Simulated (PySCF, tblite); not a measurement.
# C₇H₁₁O radical: geometry, infrared bands and EPR parameters

What infrared bands and EPR parameters should C₇H₁₁O radical (`[CH2][C@@H]1C(=C)C[C@@H]1CO`) show?

Programs: tblite 0.8.0 and PySCF 2.14.0, with density-fitted response routines of our own. Each step states its level of theory. These are calculated values for one molecule in the gas phase, unless marked as measured. Atoms count from 0, in the outputs and in this text.

**1. The starting structure**

19 atoms, charge 0, multiplicity 2; geometry from: force field or distance geometry start.

Bonds of the start (Å): C0–C1 1.47, C1–C2 1.50, C2–C3 1.35, C2–C4 1.51, C4–C5 1.54, C5–C6 1.52, C6–O7 1.43, C5–C1 1.56, C0–H8 1.09, C0–H9 1.08, C1–H10 1.11, C3–H11 1.10, C3–H12 1.07, C4–H13 1.11, C4–H14 1.10, C5–H15 1.12, C6–H16 1.10, C6–H17 1.09, O7–H18 0.97.

**2. Optimising the geometry with GFN2-xTB**

What the job is given:

```
{"job": {"kind": "relax", "xc": "GFN2-xTB", "basis": "xTB"}, "charge": 0, "multiplicity": 2}
C     -1.133900    -1.602600    -0.423700
C     -0.712100    -0.576500     0.541900
C     -1.150500     0.818800     0.190800
C     -2.314800     1.486200     0.328200
C      0.175400     1.214900    -0.402600
C      0.721500     0.009200     0.391800
C      1.793500    -0.816200    -0.305700
O      3.001200    -0.056000    -0.395400
H     -1.331400    -2.616300    -0.090600
H     -1.320600    -1.348300    -1.458700
H     -0.924900    -0.902100     1.576600
H     -3.170000     0.991300     0.802300
H     -2.419600     2.503300     0.002100
H      0.251300     1.126400    -1.502300
H      0.589700     2.191400    -0.106700
H      1.112700     0.328100     1.389800
H      2.010600    -1.731800     0.260800
H      1.494100    -1.105900    -1.316700
H      3.318200     0.095100     0.510700
```

Launch:

```sh
$ OMP_NUM_THREADS=1 python probes_run.py task.json out
```

One launch serves the whole session: the jobs run in the order shown.

The program printed:

```text
step      E/eV     max force
  0    -667.26838    2.782
  1    -667.33585    2.281
  2    -667.38675    0.503
  3    -667.40382    0.311
  4    -667.41586    0.201
  5    -667.41948    0.165
  6    -667.42509    0.237
  7    -667.42975    0.281
  8    -667.43373    0.160
  9    -667.43571    0.094
 10    -667.43695    0.085
 11    -667.43805    0.106
 12    -667.43910    0.071
 13    -667.43989    0.075
 14    -667.44053    0.064
 15    -667.44129    0.080
 16    -667.44247    0.095
 17    -667.44422    0.113
 18    -667.44624    0.135
 19    -667.44797    0.123
 20    -667.44931    0.093
 21    -667.45046    0.081
 22    -667.45155    0.081
 23    -667.45245    0.067
 24    -667.45303    0.050
 25    -667.45339    0.044
 26    -667.45373    0.045
 27    -667.45414    0.061
 28    -667.45473    0.074
 29    -667.45551    0.097
 30    -667.45646    0.087
 31    -667.45740    0.071
 32    -667.45817    0.069
 33    -667.45874    0.070
 34    -667.45923    0.065
 35    -667.45969    0.047
 36    -667.46014    0.048
 37    -667.46069    0.056
 38    -667.46147    0.090
 39    -667.46263    0.100
 40    -667.46420    0.104
 41    -667.46591    0.117
 42    -667.46743    0.091
 43    -667.46868    0.071
 44    -667.46981    0.069
 45    -667.47067    0.128
 46    -667.47096    0.149
 47    -667.47181    0.066
 48    -667.47231    0.062
 49    -667.47287    0.051
 50    -667.47332    0.076
 51    -667.47386    0.088
 52    -667.47448    0.088
 53    -667.47563    0.069
 54    -667.47639    0.070
 55    -667.47772    0.090
 56    -667.47914    0.133
 57    -667.48111    0.129
 58    -667.48274    0.097
 59    -667.48433    0.088
 60    -667.48525    0.086
 61    -667.48601    0.092
 62    -667.48657    0.101
 63    -667.48725    0.077
 64    -667.48779    0.084
 65    -667.48817    0.058
 66    -667.48844    0.040
 67    -667.48874    0.038
 68    -667.48908    0.050
 69    -667.48939    0.065
 70    -667.48963    0.056
 71    -667.48995    0.046
 72    -667.49030    0.035
 73    -667.49056    0.045
 74    -667.49082    0.062
 75    -667.49107    0.054
 76    -667.49131    0.034
 77    -667.49150    0.033
 78    -667.49164    0.036
 79    -667.49175    0.033
 80    -667.49189    0.030
 81    -667.49205    0.030
 82    -667.49218    0.032
 83    -667.49232    0.027
 84    -667.49244    0.027
 85    -667.49258    0.032
 86    -667.49273    0.038
 87    -667.49287    0.035
 88    -667.49297    0.041
 89    -667.49305    0.022
 90    -667.49313    0.024
 91    -667.49321    0.025
 92    -667.49330    0.023
 93    -667.49340    0.025
 94    -667.49351    0.024
 95    -667.49363    0.021
 96    -667.49372    0.022
 97    -667.49379    0.019
 98    -667.49384    0.016
 99    -667.49390    0.019
100    -667.49398    0.024
101    -667.49409    0.029
102    -667.49420    0.029
103    -667.49431    0.026
104    -667.49444    0.035
105    -667.49461    0.038
106    -667.49478    0.035
107    -667.49494    0.037
108    -667.49509    0.036
109    -667.49527    0.047
110    -667.49547    0.051
111    -667.49566    0.057
112    -667.49582    0.052
113    -667.49598    0.027
114    -667.49611    0.026
115    -667.49626    0.031
116    -667.49642    0.032
117    -667.49661    0.033
118    -667.49681    0.057
119    -667.49708    0.045
120    -667.49741    0.049
121    -667.49783    0.049
122    -667.49802    0.089
123    -667.49837    0.060
124    -667.49857    0.040
125    -667.49870    0.024
126    -667.49877    0.016
127    -667.49885    0.021
128    -667.49889    0.019
129    -667.49895    0.015
130    -667.49899    0.012
131    -667.49902    0.017
132    -667.49905    0.015
133    -667.49909    0.011
134    -667.49911    0.013
135    -667.49912    0.010
```

Wall time 0.87 s (1 thread of Arm Neoverse V1, shared host).

The steps of the relaxation: (not every step is listed)

| step | energy from step 0 (eV) | largest force (eV/Å) |
| --- | --- | --- |
| 0 | 0.0000 | 2.7817 |
| 1 | -0.0675 | 2.2812 |
| 2 | -0.1184 | 0.5031 |
| 3 | -0.1354 | 0.3111 |
| 4 | -0.1475 | 0.2005 |
| 5 | -0.1511 | 0.1649 |
| 6 | -0.1567 | 0.2371 |
| 7 | -0.1614 | 0.2808 |
| 8 | -0.1653 | 0.1600 |
| 20 | -0.1809 | 0.0934 |
| 32 | -0.1898 | 0.0686 |
| 44 | -0.2014 | 0.0689 |
| 56 | -0.2108 | 0.1330 |
| 68 | -0.2207 | 0.0497 |
| 80 | -0.2235 | 0.0295 |
| 92 | -0.2249 | 0.0232 |
| 104 | -0.2261 | 0.0346 |
| 116 | -0.2280 | 0.0318 |
| 128 | -0.2305 | 0.0190 |
| 130 | -0.2306 | 0.0120 |
| 131 | -0.2306 | 0.0166 |
| 132 | -0.2307 | 0.0148 |
| 133 | -0.2307 | 0.0114 |
| 134 | -0.2307 | 0.0130 |
| 135 | -0.2307 | 0.0098 |

Distances of close pairs at the start and the end, largest changes first:

| bond | before (Å) | after (Å) | change (Å) |
| --- | --- | --- | --- |
| C2–C3 | 1.349 | 1.315 | -0.034 |
| C5–H15 | 1.118 | 1.093 | -0.025 |
| C1–C5 | 1.556 | 1.578 | +0.023 |
| C1–C2 | 1.504 | 1.526 | +0.022 |
| C6–O7 | 1.430 | 1.408 | -0.022 |
| C3–H11 | 1.096 | 1.077 | -0.019 |
| C4–H13 | 1.106 | 1.089 | -0.017 |
| C0–C1 | 1.471 | 1.454 | -0.017 |

The end geometry stands in the next job.

**3. Vibrational analysis with GFN2-xTB**

What the job is given:

```
{"job": {"kind": "ir", "xc": "GFN2-xTB", "basis": "xTB"}, "charge": 0, "multiplicity": 2}
C     -1.108569    -1.709300     0.055447
C     -0.662568    -0.500484     0.729187
C     -1.095574     0.837907     0.137514
C     -2.259312     1.273700    -0.294107
C      0.295059     1.399648     0.155356
C      0.820026     0.002851     0.529261
C      1.580324    -0.690540    -0.592870
O      2.835259    -0.098562    -0.832518
H     -1.505523    -2.539426     0.606078
H     -1.094385    -1.769882    -1.015280
H     -0.893430    -0.550659     1.796455
H     -3.144882     0.663312    -0.239713
H     -2.372035     2.260496    -0.712331
H      0.660703     1.786791    -0.794226
H      0.449460     2.156513     0.924119
H      1.409980    -0.036303     1.448901
H      1.690657    -1.760304    -0.357026
H      1.034704    -0.597593    -1.533542
H      3.350302    -0.118913    -0.018170
```

The program printed:

```text
mode    cm-1     km/mol
  1      41.2      1.01
  2      89.2      2.33
  3     104.3      7.44
  4     181.8      2.44
  5     206.1      0.09
  6     295.1     11.37
  7     322.9     93.10
  8     332.3     23.36
  9     413.6     47.18
 10     463.9      6.01
 11     489.7      2.26
 12     537.2     39.40
 13     661.6      0.41
 14     713.1      2.03
 15     832.5      2.03
 16     872.0     12.21
 17     883.4      8.41
 18     893.0     13.97
 19     934.3      1.61
 20     941.3      6.80
 21     978.5     11.08
 22    1040.5     13.88
 23    1066.9     78.64
 24    1089.7     10.37
 25    1111.2      6.11
 26    1112.9      9.37
 27    1163.9      3.94
 28    1185.1     22.30
 29    1208.5      7.10
 30    1214.2      1.10
 31    1231.7      5.11
 32    1288.1      3.26
 33    1301.2     16.63
 34    1319.2     31.25
 35    1347.3     50.65
 36    1399.4      1.81
 37    1411.4      1.28
 38    1449.8      2.69
 39    1480.3      1.10
 40    1766.6     39.34
 41    2862.1     67.50
 42    2933.0     21.96
 43    2945.3     65.28
 44    2985.6     25.23
 45    2994.7     39.97
 46    3008.4     23.46
 47    3093.4     19.80
 48    3120.8     30.65
 49    3135.2     22.71
 50    3174.3     37.03
 51    3541.9      6.58
```

Wall time 0.62 s (1 thread of Arm Neoverse V1, shared host).

The strongest bands and the atoms that carry them (share of the mass-weighted mode):

| cm⁻¹ | km/mol | atoms |
| --- | --- | --- |
| 323 | 93.1 | H18 61 % |
| 414 | 47.2 | C2 17 %, C6 13 %, C5 12 %, H9 10 % |
| 537 | 39.4 | H9 26 %, C0 23 %, H8 11 % |
| 1067 | 78.6 | H14 19 %, O7 18 %, H13 17 %, C6 15 % |
| 1347 | 50.6 | H17 44 %, C6 17 %, H18 15 % |
| 2862 | 67.5 | H16 93 % |
| 2945 | 65.3 | H10 68 %, H15 23 % |
| 2995 | 40.0 | H17 87 % |

**4. g tensor and hyperfine couplings: B3LYP/pcH-1**

Same as in step 3 but for these lines:

```diff
@@ -1,2 +1,2 @@
-{"job": {"kind": "ir", "xc": "GFN2-xTB", "basis": "xTB"}, "charge": 0, "multiplicity": 2}
+{"job": {"kind": "epr", "basis": "pcH-1"}, "charge": 0, "multiplicity": 2}
 C     -1.108569    -1.709300     0.055447
```

Method: UKS B3LYP, pcH-1 on C H O, non-relativistic, mean-field spin-orbit, GIAO.

The program printed:

```text
UKS, coarse grid
  cycle   1  E = -348.38205593  |g| = 5.30e-01
  cycle   2  E = -348.28694067  |g| = 7.50e-01
  cycle   3  E = -348.49365971  |g| = 8.41e-02
  cycle   4  E = -348.49608642  |g| = 3.62e-02
  cycle   5  E = -348.49670753  |g| = 8.74e-03
  cycle   6  E = -348.49673255  |g| = 5.66e-03
  cycle   7  E = -348.49674869  |g| = 1.45e-03
  cycle   8  E = -348.49674967  |g| = 6.81e-04
UKS, final grid
  cycle   1  E = -348.49673804  |g| = 8.85e-04
  cycle   2  E = -348.49673752  |g| = 1.37e-03
  cycle   3  E = -348.49673842  |g| = 1.98e-04
  cycle   4  E = -348.49673844  |g| = 4.51e-05
  cycle   5  E = -348.49673844  |g| = 3.34e-05
  cycle   6  E = -348.49673844  |g| = 1.35e-05
E = -348.49673844 Eh   <S^2> = 0.7540 (exact 0.7500)
g shifts (ppm)      1          2          3
  rmc          -147       -147       -147
  gc              7         39         23
  oz_so          21        511        735
  total        -119        404        611
hyperfine (MHz)  atom isotope    a_iso     a_fc   dipolar eigenvalues
    0   13C      84.35      84.35    -78.72    -77.89    156.61
    1   13C     -37.66     -37.66     -1.90     -1.52      3.43
    2   13C      71.65      71.65     -5.54     -4.53     10.07
    3   13C      -1.64      -1.64     -2.11      0.21      1.90
    4   13C      -3.53      -3.53     -0.81     -0.08      0.88
    5   13C      68.46      68.46     -8.62     -7.89     16.52
    6   13C       1.56       1.56     -1.36      0.17      1.19
    7   17O      -0.56      -0.56     -2.00      0.82      1.18
    8    1H     -62.72     -62.72    -38.34      0.13     38.21
    9    1H     -60.84     -60.84    -37.64     -0.52     38.16
   10    1H       8.32       8.32     -4.49     -4.19      8.68
   11    1H      -0.39      -0.39     -3.15     -1.87      5.01
   12    1H       1.20       1.20     -1.72     -0.77      2.49
   13    1H      -0.06      -0.06     -1.53     -0.98      2.51
   14    1H       0.42       0.42     -1.58     -0.84      2.42
   15    1H       0.50       0.50     -4.45     -1.85      6.30
   16    1H       2.72       2.72     -4.50     -2.14      6.65
   17    1H      -0.13      -0.13     -2.76     -2.50      5.25
   18    1H      -0.34      -0.34     -1.09     -0.61      1.69
```

Run time: 90 s. Hardware: 1 thread of Arm Neoverse V1, shared host; peak memory 0.97 GiB.

Principal g values 2.00220, 2.00272, 2.00293; g(iso) = 2.00262, against 2.00232 for a free electron.

Mean a(iso) over the nuclei that a row names, and the largest dipolar term of the row (other rows stand at the frozen geometry):

| nuclei | isotope | a(iso) (MHz) | a(iso) (G, at g = 2.0023) | largest dipolar term (MHz) |
| --- | --- | --- | --- | --- |
| C0 | 13C | 84.3 | 30.1 | 156.6 |
| C2 | 13C | 71.6 | 25.6 | 10.1 |
| C5 | 13C | 68.5 | 24.4 | 16.5 |
| H8, H9 | 1H | -61.8 | -22.0 | -38.3 |
| C1 | 13C | -37.7 | -13.4 | 3.4 |
| H10 | 1H | 8.3 | 3.0 | 8.7 |
| C4 | 13C | -3.5 | -1.3 | 0.9 |
| H16 | 1H | 2.7 | 1.0 | 6.6 |
| C3 | 13C | -1.6 | -0.6 | -2.1 |
| C6 | 13C | 1.6 | 0.6 | -1.4 |
| H12 | 1H | 1.2 | 0.4 | 2.5 |
| O7 | 17O | -0.6 | -0.2 | -2.0 |
| H15 | 1H | 0.5 | 0.2 | 6.3 |
| H14 | 1H | 0.4 | 0.2 | 2.4 |

Mulliken spin populations:

C0 1.05; C1 -0.10; C2 0.05; C3 0.00; C4 0.00; C5 0.08; C6 0.00; O7 0.00; H8 -0.05; H9 -0.05; H10 0.00; H11 0.00; H12 0.00; H13 0.00; H14 0.00; H15 0.00; H16 0.00; H17 0.00; H18 0.00

In first order the couplings over 0.8 MHz of 1H give 24 distinct lines over 48.4 G, if the averaged nuclei exchange fast.

Orbitals, density, ELF and potential are computed afterwards from the orbital file.

ELF in a plane through or near 7 of the atoms.

Ten even steps from '0' (0.00) to '9' (1.00):
```
0000000000000000000000000000
0000000000000000000000000000
0000000000000000000000000000
0000000000000000000000000000
0000000000013310000121000000
0000000000069983001899500000
0000001440079995004999810000
0000025884017975324899400000
0000157385101236687326310000
0000268685462003687599971000
0000146561463002443699993000
0000000288630011100189971000
0000001899920256652001100000
0000003999602785775300000000
0000000363003566543200000000
0000000000002223321000000000
0000000000000001100000000000
0000000000000000000000000000
0000000000000000000000000000
0000000000000000000000000000
```
The map spans 11.8 Å across and 10.9 Å up, centred on the molecule. Atoms in the plane (x, y in Å): C3 (2.5, 0.7), C6 (-1.7, -0.3), O7 (-2.8, 0.6), H11 (3.2, -0.1), H12 (2.8, 1.7), H13 (-0.3, 1.9), H16 (-2.1, -1.3).

log10 of the density (e/Å³) in the same plane.

Ten even steps from '0' (-4.0) to '9' (1.3):
```
0000000000000000000000000000
0000000000000000000000000000
0000000000000000000000000000
0000000000112222110110000000
0000000001234443322332210000
0000012222345655434554321000
0001234554457876555676532000
0012456765556776667776542100
0013568987666666777987543100
0013568887776556777777653100
0013456779976556666677643100
0001345678765556554555542100
0000124577655667765433321000
0000123455545678765432100000
0000012333344567664321000000
0000000112233455544320000000
0000000000112334432210000000
0000000000001122221000000000
0000000000000000000000000000
0000000000000000000000000000
```
The map spans 11.8 Å across and 10.9 Å up, centred on the molecule. Atoms in the plane (x, y in Å): C3 (2.5, 0.7), C6 (-1.7, -0.3), O7 (-2.8, 0.6), H11 (3.2, -0.1), H12 (2.8, 1.7), H13 (-0.3, 1.9), H16 (-2.1, -1.3).

On the surface of density 0.002 e/bohr³ the electrostatic potential runs, from the 1st to the 99th percentile, from -1.58 V near O7 to 2.00 V near H18.

The spin density lies nearest to C0 60 %; H8, H9 about 10 % each.

**5. Results**

| quantity | value |
| --- | --- |
| strongest single infrared mode (GFN2-xTB) | 323 cm⁻¹, 93 km/mol |
| zero-point energy (GFN2-xTB) | 98.9 kcal/mol |
| g(iso) (B3LYP) | 2.00262 |
| ⟨S²⟩ | 0.754 (exact 0.75) |
| largest a(iso) (averaged by class) | 13C on C0, 84.3 MHz |
| surface potential, 1st and 99th percentile | -1.58 V and 2.00 V |

Relaxing lowered the energy by 0.231 eV in 135 steps; the close pair that moved most is C2–C3, from 1.349 to 1.315 Å. No mode is imaginary among the 51: a minimum at this level. The strongest single mode, at 323 cm⁻¹, moves mainly H18. Unscaled tight-binding wavenumbers are off by several per cent, some by more. Its intensities can rank the bands wrongly. C0 carries the largest spin population, 1.05 e. The isotropic g lies 0.3 ppt above the free-electron value.
